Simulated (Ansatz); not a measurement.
**CH5GaO2: one species, many methods**

One table from this session's results is given with a row withheld; the runs are named, their logs left out.

Program: Ansatz 0.2.0, Gaussian basis. Level of theory: functionals in def2-TZVPP, the program's frozen cores in correlated methods. These are calculated values, not measurements.

The runs, in order: LDA (SPW92), PBE-D4, revPBE-D4, BLYP-D4, r2SCAN-D4, B97M-V, PBE0-D4, B3LYP-D4, r2SCANh-D4, r2SCAN0-D4, HSE06-D4, BHLYP-D4, CAM-B3LYP-D4, LC-ωPBE, ωB97X-V, ωB97M-V, B2PLYP, PBE-QIDH; CCSD(T)/def2-SVP; CCSD(T)/def2-TZVPP; MP2/def2-QZVPP; extrapolation to the limit; RPA on PBE.

### The geometry

All runs share one geometry, relaxed beforehand with PBE0-D4 in a triple-zeta def2 set.

SMILES `[CH3][Ga]([OH])[OH]`, 9 atoms, charge 0, spin multiplicity 1.

Atoms are counted from 1 here; the program's logs count them from 0.

Bond lengths: C1–Ga2 1.941 Å, C1–H5 1.090 Å, C1–H6 1.091 Å, C1–H7 1.091 Å, Ga2–O3 1.791 Å, Ga2–O4 1.791 Å, O3–H8 0.959 Å, O4–H9 0.959 Å. Angles: Ga2–C1–H5 110.5°, Ga2–C1–H6 109.9°, Ga2–C1–H7 110.2°, H5–C1–H6 108.9°, H5–C1–H7 109.4°, H6–C1–H7 107.9°, C1–Ga2–O3 121.3°, C1–Ga2–O4 121.2°, O3–Ga2–O4 117.5°, Ga2–O3–H8 115.4°, Ga2–O4–H9 115.3°.

Set-up of the first run:

Contents of in.yaml:

```yaml
crystal:
  periodic: [false, false, false]
  atoms:
    - {symbol: C, position_ang: [0.139485, 0.740573, -1.385607]}
    - {symbol: Ga, position_ang: [-0.022304, -0.180408, 0.314934]}
    - {symbol: O, position_ang: [0.237878, -1.947537, 0.443198]}
    - {symbol: O, position_ang: [-0.435670, 0.706754, 1.814801]}
    - {symbol: H, position_ang: [0.259764, 0.024460, -2.197885]}
    - {symbol: H, position_ang: [1.005296, 1.404870, -1.368073]}
    - {symbol: H, position_ang: [-0.746583, 1.349900, -1.568842]}
    - {symbol: H, position_ang: [0.141200, -2.314485, 1.323616]}
    - {symbol: H, position_ang: [-0.490666, 0.169572, 2.606956]}
basis:
  gaussian: {orbitals: def2-TZVPP}
hamiltonian: {xc: lda}
output: {orbitals: {seedname: orbitals}}
```

Among the steps run: LDA; PBE-D4 (GGA); revPBE-D4 (GGA); BLYP-D4 (GGA); r2SCAN-D4 (meta-GGA); B97M-V (meta-GGA); PBE0-D4 (hybrid); B3LYP-D4 (hybrid); r2SCANh-D4 (hybrid); r2SCAN0-D4 (hybrid); HSE06-D4 (hybrid); BHLYP-D4 (hybrid); CAM-B3LYP-D4 (range-separated); LC-ωPBE-D4 (range-separated; the results give it without D4); ωB97X-V (range-separated); ωB97M-V (range-separated); B2PLYP (double hybrid); PBE-QIDH (double hybrid).

One table of the session follows, with a row left open; its other results are not shown here.

It belongs to the step «Orbital energies across the functionals». 

```
  functional  HOMO (eV)  gap (eV)
 LDA (SPW92)      -7.06      5.72
      PBE-D4      -6.83      5.72
   revPBE-D4      -6.75      5.75
     BLYP-D4      -6.74      5.60
   r2SCAN-D4      -7.21      6.54
      B97M-V      -7.26      6.27
     PBE0-D4      -8.53      8.30
    B3LYP-D4      -8.25      7.65
  r2SCANh-D4      -7.85      7.48
  r2SCAN0-D4      -8.81      8.87
    HSE06-D4      -8.11      7.52
    BHLYP-D4          ?         ?
CAM-B3LYP-D4     -10.06     10.64
     LC-ωPBE     -11.47     13.42
     ωB97X-V     -11.09     12.81
     ωB97M-V     -11.02     12.41
```

Q: Estimate the row for BHLYP-D4 from the others.

Worked estimate for «HOMO (eV)». Against the share of exact exchange, BLYP-D4 (0, -6.74), B3LYP-D4 (0.2, -8.25) give a slope of -7.55 per unit share; at 0.5 the line stands at -10.51.

The run gave: HOMO (eV): -10.19; gap (eV): 10.65. In «HOMO (eV)» the line misses by -0.32.
